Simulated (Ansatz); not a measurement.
# CsLiCr2Te2S3: projected density of states with PBE

The system is CsLiCr2Te2S3.

```
Cs Li Cr Te S
1.0
     3.42162   -5.18069    0.00784
     3.42162    5.18069    0.00784
    -2.90411    0.00000    7.43093
Cs Li Cr Te S
1 1 2 2 3
Direct
  0.09374 0.09374 0.00853
  0.58875 0.58875 0.55336
  0.05646 0.46755 0.55790
  0.46755 0.05646 0.55790
  0.56486 0.87357 0.29035
  0.87357 0.56486 0.29035
  0.81151 0.39697 0.73347
  0.39697 0.81151 0.73347
  0.21404 0.21404 0.48371
```

The cell was built by a generator and needn't be a form met in nature.

```
Program             : Ansatz 0.2.0
Task                : projected density of states
Functional          : PBE
Potentials or basis : all-electron LAPW, scalar-relativistic
Cutoff              : 292 eV (chosen from the basis error)
Basis error allowed : 0.002 eV/atom
k mesh              : 5 × 5 × 4
Occupations         : fermi-dirac, width 0.05 eV
Spin                : collinear spin, ferromagnetic start
Starting moments    : [0.0, 0.0, 3.0, 3.0, 0.0, 0.0, 0.0, 0.0, 0.0] μB
```

```
Pressure                : 0.0 GPa
Largest force           : 0.016 eV/Å
Band gap along the path : none (metal or under the smearing width)
Net moment              : 4.01 μB per cell
Absolute moment         : 5.75 μB per cell
Site moments            : Cs -0.00; Li +0.00; Cr +2.22; Te -0.18; S -0.06, -0.05 μB
Loewdin charges         : Cs +0.77; Li +0.64; Cr +0.52; Te -0.25; S -0.49, -0.50 e
```

Forces on the atoms (eV/Å):
```
Cs   0.002  0.000  0.002
Li  -0.001  0.000  0.002
Cr  -0.002 -0.007  0.001
Cr  -0.002  0.007  0.001
Te   0.005  0.014 -0.005
Te   0.005 -0.014 -0.005
S   -0.005  0.002  0.003
S   -0.005 -0.002  0.003
S    0.005  0.000 -0.001
```

Levels at the corners of the path, in eV from the Fermi level:
Spin up:
```csv
point,band 72,band 73,band 74,band 75,band 76,band 77,band 78,band 79,band 80,band 81
Γ,-1.14,-1.09,-0.77,-0.39,-0.37,-0.21,0.24,0.77,1.09,1.68
Y,-1.18,-0.94,-0.50,-0.41,-0.02,0.28,0.74,0.83,0.99,1.23
F,-0.96,-0.94,-0.40,-0.37,0.04,0.20,0.64,0.66,0.80,1.20
H,-1.38,-0.94,-0.62,-0.39,-0.05,0.17,0.77,0.83,0.96,1.25
Z,-1.18,-1.08,-0.77,-0.39,-0.35,-0.13,0.15,0.67,0.70,1.67
I,-0.96,-0.65,-0.49,-0.44,0.07,0.24,0.62,0.71,0.73,1.10
F1,-0.96,-0.94,-0.40,-0.37,0.04,0.20,0.64,0.66,0.80,1.20
```
Spin down:
```csv
point,band 68,band 69,band 70,band 71,band 72,band 73,band 74,band 75,band 76,band 77
Γ,-2.19,-1.95,-1.72,-0.70,-0.57,0.69,0.88,1.07,1.12,1.53
Y,-1.87,-1.85,-1.41,-1.06,-0.20,0.78,0.95,1.27,1.29,1.50
F,-2.17,-2.03,-1.37,-0.87,-0.17,0.87,0.97,1.26,1.31,1.44
H,-2.00,-1.79,-1.37,-1.26,-0.30,0.79,0.95,1.18,1.24,1.58
Z,-2.36,-2.16,-1.70,-0.67,-0.62,0.71,0.83,1.13,1.22,1.43
I,-2.42,-2.05,-1.32,-0.73,-0.14,0.91,0.95,1.16,1.27,1.48
F1,-2.17,-2.03,-1.37,-0.87,-0.17,0.87,0.97,1.26,1.31,1.44
```

States per cell in windows of 0.5 eV (zero at the Fermi level; states under -8 eV left out):
| from (eV) | up | down |
| --- | --- | --- |
| -8.0 | 0.00 | 0.00 |
| -7.5 | 0.00 | 0.00 |
| -7.0 | 0.00 | 0.00 |
| -6.5 | 0.00 | 0.00 |
| -6.0 | 0.00 | 0.00 |
| -5.5 | 0.78 | 0.00 |
| -5.0 | 0.57 | 1.00 |
| -4.5 | 2.66 | 1.25 |
| -4.0 | 2.87 | 2.68 |
| -3.5 | 2.17 | 2.78 |
| -3.0 | 1.42 | 2.19 |
| -2.5 | 1.96 | 1.25 |
| -2.0 | 1.38 | 1.72 |
| -1.5 | 1.75 | 0.46 |
| -1.0 | 1.46 | 0.89 |
| -0.5 | 2.17 | 0.77 |
| 0.0 | 1.67 | 0.00 |
| 0.5 | 1.99 | 2.12 |
| 1.0 | 1.55 | 2.86 |
| 1.5 | 0.60 | 2.21 |
| 2.0 | 0.00 | 1.88 |
| 2.5 | 0.00 | 0.93 |
| 3.0 | 0.09 | 0.03 |
| 3.5 | 0.77 | 0.57 |
| 4.0 | 1.20 | 1.40 |
| 4.5 | 2.08 | 1.77 |

It took 5.3 min on 8 threads of Arm Neoverse V2 (shared host), peak memory 3.1 GiB.

Caveat: spin-orbit coupling is left out, which moves the levels of the heavy elements; only a ferromagnetic start was run, and an antiferromagnetic order may lie lower in energy.
